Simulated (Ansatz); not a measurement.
Run this with the Python package of Ansatz (0.2.0) and show what comes out.

`run_field.py`:
```python
"""Response of CH7AsSi to a pair of distant point charges."""

import ansatz as az
import numpy as np

GEOMETRY = """
C    -0.94860    0.62370   -0.94950
Si   -0.22260   -0.64340    0.11630
As    1.15690    0.37250    1.64460
H    -1.59520    0.19750   -1.70410
H    -0.19920    1.22140   -1.51170
H    -1.58200    1.38380   -0.33060
H     0.58400   -1.56420   -0.71680
H    -1.23330   -1.36520    0.81970
H     1.87190   -0.97530    2.05630
H     2.25110    0.69800    0.57880
"""


def main() -> None:
    ch7assi = az.Crystal.molecule()
    for line in GEOMETRY.strip().splitlines():
        symbol, *xyz = line.split()
        ch7assi = ch7assi.atom(symbol, [float(v) for v in xyz])

    base = (
        ch7assi.calculation()
        .basis(gaussian="def2-SVP")
        .correlation("mp2")  # correlation on top of the mean field
        .forces()  # eV per angstrom
    )
    # charges +q and -q at -R and +R make a nearly even field 2 k q / R^2 at the centre
    centre = np.mean([site.position_ang for site in ch7assi.cartesian_sites], axis=0)
    field = 2 * 14.399645 * 2.0 / 40.0 ** 2


    def dipole(axis, sign):
        arm = 40.0 * np.eye(3)[axis]
        pair = [{"charge": sign * 2.0, "position_ang": (centre - arm).tolist()}, {"charge": -sign * 2.0, "position_ang": (centre + arm).tolist()}]
        deck = base.input().set(az.key.basis.gaussian.point_charges, pair)
        return np.array(az.Session.from_dict(deck).plan().execute().report["charge_distribution"]["dipole_moment_e_ang"])


    print(f"field {field:.4f} V/A")
    alpha = np.array([(dipole(axis, 1) - dipole(axis, -1)) / (2 * field) * 14.399645 for axis in range(3)])
    print("polarisability tensor (A^3)")
    print(np.array2string(alpha, precision=3, suppress_small=True))
    print(f"mean {np.trace(alpha) / 3:.3f} A^3 = {np.trace(alpha) / 3 / 0.14818471:.2f} bohr^3")


if __name__ == "__main__":
    main()
```

```console
$ python run_field.py
field 0.0360 V/A
polarisability tensor (A^3)
[[9.509 0.272 1.2  ]
 [0.266 8.791 0.11 ]
 [1.207 0.111 9.467]]
mean 9.256 A^3 = 62.46 bohr^3
```

Reading the output:
- The geometry is a force-field or estimated start, not a minimum of this method, and the basis set is short of its limit. The field of two point charges is only nearly even.
- Without diffuse functions polarisabilities are unreliable, as a rule too low, and they change with the bond lengths of this unrelaxed start.
- Timing: 26 s on 1 thread of Arm Neoverse V1 (shared host), peak memory 0.28 GiB.
